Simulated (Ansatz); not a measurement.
# NbRh: pressure up to the limit of the methods

The task here is to estimate one member of a computed series from the others.

Program: Ansatz 0.2.0. Level of theory: DFT, LDA, PAW with Ansatz's default frozen-core files, scalar-relativistic. These are calculated values, not measurements.

2 further runs of the same task are left out: 2 that didn't finish.

## The system as given

It takes space group P4/mmm (No. 123, tetragonal). Conventional cell: a = 2.842 Å, b = 2.842 Å, c = 3.809 Å, α = 90.00°, β = 90.00°, γ = 90.00°. Nb (site symmetry 4/mmm) is surrounded by 8 Rh at 2.77 Å and 4 Nb at 2.84 Å. Rh (site symmetry 4/mmm) is surrounded by 8 Nb at 2.77 Å and 4 Rh at 2.84 Å.

As a file:

```
CELL_PARAMETERS angstrom
2.84200 0.00000 0.00000
0.00000 2.84200 0.00000
0.00000 0.00000 3.80900
ATOMIC_POSITIONS crystal
Nb 0.00000 0.00000 0.00000
Rh 0.50000 0.50000 0.50000
```

Whether this phase is the stable one at these pressures isn't tested.

Atoms are numbered in the order of the input: Nb1, Rh2.

The first run:

Input file input.yaml:

```yaml
crystal:
  lattice:
    - [2.842, 0.0, 0.0]
    - [0.0, 2.842, 0.0]
    - [0.0, 0.0, 3.809]
  atoms:
    - { symbol: Nb, position: [0.0, 0.0, 0.0] }
    - { symbol: Rh, position: [0.5, 0.5, 0.5] }
kpoints:
  mp_grid: { grid: [13, 13, 10] }
  band_path:
    path:
      - [0.0, 0.0, 0.0]
      - [0.0, 0.5, 0.0]
      - [0.5, 0.5, 0.0]
      - [0.0, 0.0, 0.0]
      - [0.0, 0.0, 0.5]
      - [0.0, 0.5, 0.5]
      - [0.5, 0.5, 0.5]
      - [0.0, 0.0, 0.5]
      - [0.0, 0.5, 0.0]
    npoints: 6
scf:
  occupations: { method: fermi_dirac, width: 0.05 }
hamiltonian:
  xc: lda
  pseudopotentials: { kind: paw }
output:
  forces: true
  stress: true
  eigenvalues: true
  efg: { contact_densities: true }
  populations: true
```

Run with:

```console
ansatz run input.yaml --threads 1 --pin off --max-ram 2048MiB --backend cpu --events-out ev --progress --plain --runs-dir out
```

Among the steps run: Volume scaled by 1, PAW; Volume scaled by 0.6, PAW; Volume scaled by 0.5, PAW; Volume scaled by 0.4, PAW.

One table of the session follows, with a row left open; its other results are not shown here.

| method | volume over the first | volume (Å³/atom) | pressure (GPa) |
| --- | --- | --- | --- |
| PAW | 1 | 15.383 | -5.65 |
| PAW | 0.6 | 9.230 | 351.26 |
| PAW | 0.5 | ? | ? |
| PAW | 0.4 | 6.153 | 1469.12 |

Q: Estimate the row for PAW, 0.5 from the others.

As computed: volume (Å³/atom): 7.691; pressure (GPa): 702.84. In the column «volume (Å³/atom)» it lies between PAW, 0.4 (6.153) and PAW, 0.6 (9.230).

To keep in mind: Warnings in the runs' records: gradients without spin orbit.
